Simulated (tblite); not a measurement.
# C3H7B2F3O: the cost of one run

Programs: tblite 0.8.0 and PySCF 2.14.0, with density-fitted response routines of our own. Each step states its level of theory. These are calculated values for one molecule in the gas phase, unless marked as measured. Atoms are numbered from 0 throughout.

## (1) Starting geometry

16 atoms, charge 0, multiplicity 1; geometry from: force field or distance geometry start.

Bonds of the start (Å): B0–B1 1.69, B1–C2 1.58, C2–C3 1.52, C3–O4 1.40, O4–C5 1.39, C5–F6 1.38, C5–F7 1.39, C5–F8 1.38, B0–H9 1.18, B0–H10 1.19, B1–H11 1.17, C2–H12 1.11, C2–H13 1.10, C3–H14 1.11, C3–H15 1.09.

## (2) Geometry optimisation with GFN2-xTB

What the job is given:

```
{"job": {"kind": "relax", "xc": "GFN2-xTB", "basis": "xTB"}, "charge": 0, "multiplicity": 1}
B      3.343100    -0.249300    -0.056400
B      1.767400    -0.308500    -0.664800
C      0.706500     0.436100     0.241200
C     -0.668800    -0.193300     0.127400
O     -1.513900     0.542100     0.963500
C     -2.824300     0.077500     0.969800
F     -2.913900    -1.219400     1.419600
F     -3.421100     0.215700    -0.278900
F     -3.518600     0.875000     1.854800
H      3.695800    -1.214900     0.522400
H      3.623700     0.792900     0.450700
H      1.684400    -0.172900    -1.823600
H      0.623400     1.503100    -0.050300
H      1.029000     0.357200     1.294200
H     -0.567200    -1.249900     0.444900
H     -1.052900    -0.182400    -0.891100
```

The run is started by

```console
OMP_NUM_THREADS=1 python probes_run.py task.json out
```

This one command runs all jobs of the session in turn.

**Question.** How long does this first job take on 1 thread of Arm Neoverse N1, shared host?

About 1 s.
